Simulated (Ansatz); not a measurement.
## the Sn-Pt system: a small convex hull

Program: the Python package of Ansatz (0.2.0).

Contents of `snpt_snpt_p6_3_mmc.xyz`:
```text
4
Lattice="4.1014 0.0 0.0 -2.0507 3.55191659 0.0 0.0 0.0 5.4405" Properties=species:S:1:pos:R:3 pbc="T T T"
Sn   -0.00000000    2.36794439    1.36012500
Sn    2.05070000    1.18397220    4.08037500
Pt    0.00000000    0.00000000    0.00000000
Pt    0.00000000    0.00000000    2.72025000
```

Contents of `snpt_sn2pt_fm_3m.cif`:
```cif
data_Sn2Pt
_cell_length_a 4.543161
_cell_length_b 4.543161
_cell_length_c 4.543161
_cell_angle_alpha 60.00000
_cell_angle_beta 60.00000
_cell_angle_gamma 60.00000
_symmetry_space_group_name_H-M 'P 1'
_symmetry_Int_Tables_number 1
loop_
_symmetry_equiv_pos_as_xyz
'x, y, z'
loop_
_atom_site_label
_atom_site_type_symbol
_atom_site_fract_x
_atom_site_fract_y
_atom_site_fract_z
Sn1 Sn    0.250000    0.250000    0.250000
Sn2 Sn    0.750000    0.750000    0.750000
Pt3 Pt    0.000000    0.000000    0.000000
```

`snpt_sn.xyz`
```text
2
Lattice="0.0 3.2333428 3.2333428 3.2333428 0.0 3.2333428 3.2333428 3.2333428 0.0" Properties=species:S:1:pos:R:3 pbc="T T T"
Sn    0.00000000    0.00000000    0.00000000
Sn    1.61667140    1.61667140    1.61667140
```

Input file `snpt_pt.vasp`:
```text
Pt
1.0
   0.00000000    1.96090000    1.96090000
   1.96090000    0.00000000    1.96090000
   1.96090000    1.96090000    0.00000000
Pt
1
Direct
   0.00000000    0.00000000    0.00000000
```

`run_hull.py`
```python
"""Stability of Sn-Pt compounds against each other, after relaxing cells and atoms."""

from collections import Counter
import logging
import sys
import warnings

import ansatz as az
from ase.io import read
import pandas as pd
from pymatgen.analysis.phase_diagram import PDEntry, PhaseDiagram
from pymatgen.core import Composition

logging.basicConfig(stream=sys.stdout, format="[%(levelname)s] %(message)s")
log = logging.getLogger("snpt")
log.setLevel(logging.INFO)


def compute(name, crystal):
    calc = (
        crystal.calculation()
        .functional("r2scan", dispersion="d3bjatm")
        .basis(24 * az.Ha)
        .scf(tolerance=1e-08)
        .kpoints(spacing=0.3)
        .occupations("fermi_dirac", width=0.1)
    )
    calc = calc.relax(force_tolerance=0.02, max_steps=40, cell=True)
    return calc.run()


def counts(outcome):
    return Counter(site.symbol for site in outcome.lattice.sites)

warnings.simplefilter("ignore", az.DeckWarning)

phases = {}
snpt_p6_3_mmc = az.Crystal.from_extxyz("snpt_snpt_p6_3_mmc.xyz")
phases["SnPt P6_3/mmc"] = snpt_p6_3_mmc
atoms = read("snpt_sn2pt_fm_3m.cif")
sn2pt_fm_3m = az.Crystal.from_ase(atoms)
phases["Sn2Pt Fm-3m"] = sn2pt_fm_3m
sn = az.Crystal.from_extxyz("snpt_sn.xyz")
phases["Sn"] = sn
atoms = read("snpt_pt.vasp", format="vasp")
pt = az.Crystal.from_ase(atoms)
phases["Pt"] = pt

done = {name: compute(name, crystal) for name, crystal in phases.items()}

entries = [PDEntry(Composition(dict(counts(o))), o.report["energy_sigma0_ev"], name=name) for name, o in done.items()]
diagram = PhaseDiagram(entries)
rows = [(e.name, e.composition.get_atomic_fraction("Pt"), diagram.get_form_energy_per_atom(e), diagram.get_e_above_hull(e)) for e in entries]
rows.sort(key=lambda row: row[1])
print(pd.DataFrame(rows, columns=["phase", "x(Pt)", "E_form (eV/atom)", "above hull (eV/atom)"]).round(4).to_string(index=False))
print("on the hull of these phases:", ", ".join(row[0] for row in rows if row[3] < 1e-6))
```

```console
$ python run_hull.py
        phase  x(Pt)  E_form (eV/atom)  above hull (eV/atom)
           Sn 0.0000            0.0000                   0.0
  Sn2Pt Fm-3m 0.3333           -0.4620                   0.0
SnPt P6_3/mmc 0.5000           -0.6366                   0.0
           Pt 1.0000            0.0000                   0.0
on the hull of these phases: Sn, Sn2Pt Fm-3m, SnPt P6_3/mmc, Pt
```

What to keep in mind:
- These settings explore the input space; cutoff and mesh may be short of convergence.
- Dispersion corrections can be off by several per cent in the lattices of metals, and by several GPa in the pressure at a fixed cell.
- For the metals among these phases the mesh is modest: differences between phases can be off by up to 40 meV an atom.
- The program warned that this SCF threshold is loose for forces or stresses.
- Spin-orbit coupling, which matters for elements this heavy, is left out.
- The cells come from databases of deposited and of computed structures, and not all need be stable phases.
- Differences under about 40 meV an atom lie within the error of mesh and functional, so such verdicts may flip; only the cells listed enter the hull.
- The script silences the warnings on its input, which a real study should read.
- Timing: 95 s on 1 thread of Arm Neoverse V2, with other jobs on the host, peak memory 0.9 GiB.

(Lines on the test bed's own set-up are left out of the output.)
